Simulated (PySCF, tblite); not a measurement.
# C₅H₃ClO₂: geometry, infrared bands and NMR shifts

Aim: predict the infrared bands and NMR shifts of C₅H₃ClO₂ (`O=C1C=C(Cl)C(=O)C1`).

The runs use tblite 0.8.0 and PySCF 2.14.0, with density-fitted response routines of our own; the level of theory stands in each step. All values are computed, except where a source is named. Atoms count from 0, in the outputs and in this text.

## 1. The molecule as given

11 atoms, charge 0, multiplicity 1; geometry from: force field or distance geometry start.

Bonds of the start (Å): O0–C1 1.24, C1–C2 1.49, C2–C3 1.32, C3–Cl4 1.77, C3–C5 1.48, C5–O6 1.26, C5–C7 1.48, C7–C1 1.50, C2–H8 1.08, C7–H9 1.10, C7–H10 1.11.

## 2. Relaxing the molecule with GFN2-xTB

Job settings and geometry (Å):

```
{"job": {"kind": "relax", "xc": "GFN2-xTB", "basis": "xTB"}, "charge": 0, "multiplicity": 1}
O     -1.245500     2.071500     0.376200
C     -0.599300     1.071800     0.043000
C      0.886400     0.932200     0.022000
C      1.174300    -0.348400     0.168500
Cl     2.809300    -1.037100     0.216300
C     -0.087300    -1.117000     0.317700
O     -0.250000    -2.213600     0.906500
C     -1.090200    -0.279200    -0.386400
H      1.566700     1.763100    -0.112600
H     -2.129800    -0.470500    -0.081900
H     -1.029100    -0.370000    -1.495300
```

Run with:

```console
$ OMP_NUM_THREADS=1 python probes_run.py task.json out
```

The driver reads the jobs from task.json and runs them one after another.

**Question.** This job is followed by: GFN2-xTB harmonic vibrations, gas phase; GIAO PBE0/pcSseg-1 NMR shielding, non-relativistic, gas phase. What will the session give for the following? strongest single infrared mode (GFN2-xTB); zero-point energy (GFN2-xTB); ¹³C shifts against TMS (PBE0/pcSseg-1); ¹H shifts against TMS (PBE0/pcSseg-1, means over atoms taken as alike); ¹⁷O shifts against H2O (PBE0/pcSseg-1); ³⁵Cl shifts against HCl (PBE0/pcSseg-1).

**Answer**, as computed:

| quantity | value |
| --- | --- |
| strongest single infrared mode (GFN2-xTB) | 1771 cm⁻¹, 672 km/mol |
| zero-point energy (GFN2-xTB) | 42.0 kcal/mol |
| ¹³C shifts against TMS (PBE0/pcSseg-1) | 200.0, 199.0, 171.1, 152.2, 45.2 ppm |
| ¹H shifts against TMS (PBE0/pcSseg-1, means over atoms taken as alike) | 7.23, 2.89 ppm |
| ¹⁷O shifts against H2O (PBE0/pcSseg-1) | 686.7, 673.7 ppm |
| ³⁵Cl shifts against HCl (PBE0/pcSseg-1) | 217 ppm |

What this shows: The optimisation took 49 steps and gained 0.536 eV; among the close pairs (by a distance rule), C3–Cl4 changed most, from 1.775 to 1.693 Å. No mode is imaginary among the 27: a minimum at this level. The strongest single mode, at 1771 cm⁻¹, moves mainly C1 and O0. GFN2-xTB is a fitted tight-binding method: band positions and strengths are rough. Its intensities can rank the bands wrongly. The most deshielded hydrogen is H8 (hydrogen on a β carbon of a C=C–C=O unit), at 7.23 ppm: attached to an sp2 carbon and in the plane of the double bond.
